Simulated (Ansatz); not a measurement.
**CH3ClSSi: how energies converge with the basis set**

How large a basis does CH3ClSSi need? Two functionals are run in growing sets.

Computed with Ansatz 0.2.0, Gaussian basis. Level: one geometry, several basis sets.

The runs, in order: PBE0-D4/def2-SVP; ωB97M-V/def2-SVP; PBE0-D4/def2-QZVPP; ωB97M-V/def2-QZVPP; the functionals' def2-TZVPP values are taken from earlier runs.

### Step 1. Structure used throughout

The geometry comes from an earlier relaxation with PBE0-D4 in a triple-zeta def2 set; it is a stationary point, not always the lowest conformer.

SMILES `Cl[SiH]1CS1`, 7 atoms, charge 0, spin multiplicity 1.

Atoms are counted from 1 here; the program's logs count them from 0.

Bond lengths: Cl1–Si2 2.036 Å, Si2–C3 1.827 Å, Si2–S4 2.068 Å, Si2–H5 1.472 Å, C3–S4 1.880 Å, C3–H6 1.086 Å, C3–H7 1.086 Å. Angles: Cl1–Si2–C3 119.4°, Cl1–Si2–S4 120.5°, Cl1–Si2–H5 109.0°, C3–Si2–S4 57.3°, C3–Si2–H5 122.3°, S4–Si2–H5 120.4°, Si2–C3–S4 67.8°, Si2–C3–H6 119.3°, Si2–C3–H7 121.1°, S4–C3–H6 112.6°, S4–C3–H7 113.1°, H6–C3–H7 113.7°, Si2–S4–C3 54.9°.

### Step 2. PBE0-D4 in def2-SVP

in.yaml

```yaml
crystal:
  periodic: [false, false, false]
  atoms:
    - {symbol: Cl, position_ang: [0.964776, -1.797034, -1.507075]}
    - {symbol: Si, position_ang: [-0.003359, -0.857236, 0.018318]}
    - {symbol: C, position_ang: [-0.156981, 0.963413, -0.004954]}
    - {symbol: S, position_ang: [1.031868, 0.366906, 1.323898]}
    - {symbol: H, position_ang: [-1.080878, -1.730485, 0.511768]}
    - {symbol: H, position_ang: [0.340662, 1.528341, -0.787407]}
    - {symbol: H, position_ang: [-1.034889, 1.458095, 0.399652]}
basis:
  gaussian: {orbitals: def2-SVP}
hamiltonian: {xc: pbe0, dispersion: d4}
output: {orbitals: {seedname: orbitals}}
```

Started as:

```sh
> ansatz run in.yaml --threads 2 --pin off --events-out ev --progress --plain --max-ram 4352MiB
```

Log:

```text
Functional definition: PBE0
  name "PBE0"
  cite "Adamo & Barone, J. Chem. Phys. 110, 6158 (1999) doi:10.1063/1.478522"
  cite "Perdew, Burke & Ernzerhof, Phys. Rev. Lett. 77, 3865 (1996) doi:10.1103/PhysRevLett.77.3865"
  parent pbe
  parameter a = 0.25
  parameter kappa = 0.804
  parameter beta = 0.06672455060314922
  exchange = (1 - a)*pbe_x(kappa = kappa, mu = beta*pi^2/3) + a*exact_x
  correlation = pbe_c(beta = beta)
785 factors; integrals over basis functions are off by at most 1.1e-3 eV
mean field evaluation 1: about -32296.3459 eV, gradient 3.7e1 eV
mean field evaluation 2: about -32293.2827 eV, gradient 4.8e1 eV
mean field evaluation 4: about -32299.6631 eV, gradient 1.7e0 eV
mean field evaluation 8: about -32299.7356 eV, gradient 1.2e-1 eV
mean field evaluation 16: about -32299.7357 eV, gradient 7.8e-5 eV
mean field -32299.73569263 eV, -1186.9933931570 hartree, gradient 7.8e-5 eV, S^2 0.000000; 0 other end points of the search recorded, 0 dependent functions left out
reference -32299.73571417 eV, -1186.9933939486 hartree; 28, 28 occupied and 55, 55 virtual orbitals, 785 factors
Total energy: -32299.90495767 eV, -1186.9996135323 hartree
```

It took 1.2 s on 2 threads of Arm Neoverse V2, shared host.

### Step 3. ωB97M-V in def2-SVP

in.yaml: that of step 2 with these lines changed.

```diff
@@ -12,3 +12,3 @@
   gaussian: {orbitals: def2-SVP}
-hamiltonian: {xc: pbe0, dispersion: d4}
+hamiltonian: {xc: {name: wB97M-V}}
 output: {orbitals: {seedname: orbitals}}
```

Same command.

Log, cut to the lines that bear on the results:

```text
Functional definition: wB97M-V
  name "wB97M-V"
  cite "Mardirossian & Head-Gordon, J. Chem. Phys. 144, 214110 (2016) doi:10.1063/1.4952647"
  cite "Becke, J. Chem. Phys. 107, 8554 (1997) doi:10.1063/1.475007"
  cite "Vydrov & Van Voorhis, J. Chem. Phys. 133, 244103 (2010) doi:10.1063/1.3521275"
  # Of w^i u^j: cxij and so on, Table III.
[...]
  gx(w, u) = 1 - cx + cx01*u + cx10*w
  gss(w, u) = css00 + css04*u^4 + css10*w + css20*w^2 + css43*w^4*u^3
  gos(w, u) = cos00 + cos10*w + (cos20 + cos21*u)*w^2 + (cos60 + cos61*u)*w^6
[...]
      + integral(e_c_pw_mod_opposite_spin*gos(b97_w_opposite, b97_u_opposite)) + vv10(b, c)
785 factors; integrals over basis functions are off by at most 1.1e-3 eV
248 factors; integrals over basis functions are off by at most 5.4e-6 eV
[...]
mean field -32309.97103059 eV, -1187.3695348892 hartree, gradient 7.4e-5 eV, S^2 0.000000; 0 other end points of the search recorded, 0 dependent functions left out
reference -32309.97106422 eV, -1187.3695361252 hartree; 28, 28 occupied and 55, 55 virtual orbitals, 785 factors
Total energy: -32309.97106422 eV, -1187.3695361252 hartree
```

Wall time 6 s (2 threads of Arm Neoverse V2, shared host).

### Step 4. PBE0-D4 in def2-QZVPP

in.yaml: that of step 3 with these lines changed.

```diff
@@ -11,4 +11,4 @@
 basis:
-  gaussian: {orbitals: def2-SVP}
-hamiltonian: {xc: {name: wB97M-V}}
+  gaussian: {orbitals: "def2-QZVPP.json"}
+hamiltonian: {xc: pbe0, dispersion: d4}
 output: {orbitals: {seedname: orbitals}}
```

Same command.

Log:

```text
Functional definition: PBE0
  name "PBE0"
  cite "Adamo & Barone, J. Chem. Phys. 110, 6158 (1999) doi:10.1063/1.478522"
  cite "Perdew, Burke & Ernzerhof, Phys. Rev. Lett. 77, 3865 (1996) doi:10.1103/PhysRevLett.77.3865"
  parent pbe
  parameter a = 0.25
  parameter kappa = 0.804
  parameter beta = 0.06672455060314922
  exchange = (1 - a)*pbe_x(kappa = kappa, mu = beta*pi^2/3) + a*exact_x
  correlation = pbe_c(beta = beta)
1476 factors; their error is unknown
mean field evaluation 1: about -32307.1850 eV, gradient 5.0e1 eV
mean field evaluation 2: about -32300.0794 eV, gradient 6.8e1 eV
mean field evaluation 4: about -32312.9231 eV, gradient 3.2e0 eV
mean field evaluation 8: about -32312.9436 eV, gradient 4.8e-2 eV
mean field evaluation 16: about -32312.9741 eV, gradient 4.0e-5 eV
mean field -32312.97412468 eV, -1187.4798965616 hartree, gradient 4.0e-5 eV, S^2 0.000000; 0 other end points of the search recorded, 0 dependent functions left out
reference -32312.97415792 eV, -1187.4798977830 hartree; 28, 28 occupied and 329, 329 virtual orbitals, 1476 factors
Total energy: -32313.14340141 eV, -1187.4861173667 hartree
```

Wall time 9.5 s (2 threads of Arm Neoverse V2, shared host); peak memory 1.1 GiB.

### Step 5. ωB97M-V in def2-QZVPP

in.yaml: that of step 4 with these lines changed.

```diff
@@ -12,3 +12,3 @@
   gaussian: {orbitals: "def2-QZVPP.json"}
-hamiltonian: {xc: pbe0, dispersion: d4}
+hamiltonian: {xc: {name: wB97M-V}}
 output: {orbitals: {seedname: orbitals}}
```

Launched as before.

Log, cut to the lines that bear on the results:

```text
Functional definition: wB97M-V
  name "wB97M-V"
  cite "Mardirossian & Head-Gordon, J. Chem. Phys. 144, 214110 (2016) doi:10.1063/1.4952647"
  cite "Becke, J. Chem. Phys. 107, 8554 (1997) doi:10.1063/1.475007"
  cite "Vydrov & Van Voorhis, J. Chem. Phys. 133, 244103 (2010) doi:10.1063/1.3521275"
  # Of w^i u^j: cxij and so on, Table III.
[...]
  gx(w, u) = 1 - cx + cx01*u + cx10*w
  gss(w, u) = css00 + css04*u^4 + css10*w + css20*w^2 + css43*w^4*u^3
  gos(w, u) = cos00 + cos10*w + (cos20 + cos21*u)*w^2 + (cos60 + cos61*u)*w^6
[...]
      + integral(e_c_pw_mod_opposite_spin*gos(b97_w_opposite, b97_u_opposite)) + vv10(b, c)
1412 factors; their error is unknown
278 factors; integrals over basis functions are off by at most 2.1e-5 eV
[...]
mean field -32323.13087498 eV, -1187.8531502504 hartree, gradient 3.3e-5 eV, S^2 0.000000; 0 other end points of the search recorded, 0 dependent functions left out
reference -32323.13092767 eV, -1187.8531521868 hartree; 28, 28 occupied and 329, 329 virtual orbitals, 1412 factors
Total energy: -32323.13092767 eV, -1187.8531521868 hartree
```

Wall time 21 s (2 threads of Arm Neoverse V2, shared host); peak memory 1.2 GiB.

### Step 6. Functionals by basis

The def2-TZVPP values come from earlier runs at the same geometry.

| functional | basis | functions | energy (eV) | from the largest (eV) | HOMO (eV) | LUMO (eV) |
| --- | --- | --- | --- | --- | --- | --- |
| PBE0-D4 | def2-SVP | 83 | -32299.9050 | 13.238 | -7.24 | -0.03 |
| PBE0-D4 | def2-TZVPP | 199 | -32312.1216 | 1.022 | -7.31 | -0.34 |
| PBE0-D4 | def2-QZVPP | 357 | -32313.1434 | 0.000 | -7.34 | -0.46 |
| ωB97M-V | def2-SVP | 83 | -32309.9711 | 13.160 | -9.37 | 2.02 |
| ωB97M-V | def2-TZVPP | 199 | -32322.1648 | 0.966 | -9.47 | 1.56 |
| ωB97M-V | def2-QZVPP | 357 | -32323.1309 | 0.000 | -9.51 | 1.22 |

### Step 7. Summary of results

| quantity | value |
| --- | --- |
| PBE0-D4: double and triple zeta above quadruple | 13.24, 1.02 eV |
| ωB97M-V: double and triple zeta above quadruple | 13.16, 0.97 eV |

In words: PBE0-D4 gains 12.22 eV from double to triple zeta, then 1.02 eV more. Total energies overstate the basis error of differences, where much of it tends to cancel. The LUMO of ωB97M-V is positive and keeps falling with the basis (2.02 to 1.22 eV): an unbound level that the basis holds in place.

For PBE0-D4 the largest set took about 8 times as long as the smallest (9.5 s against 1.2 s).
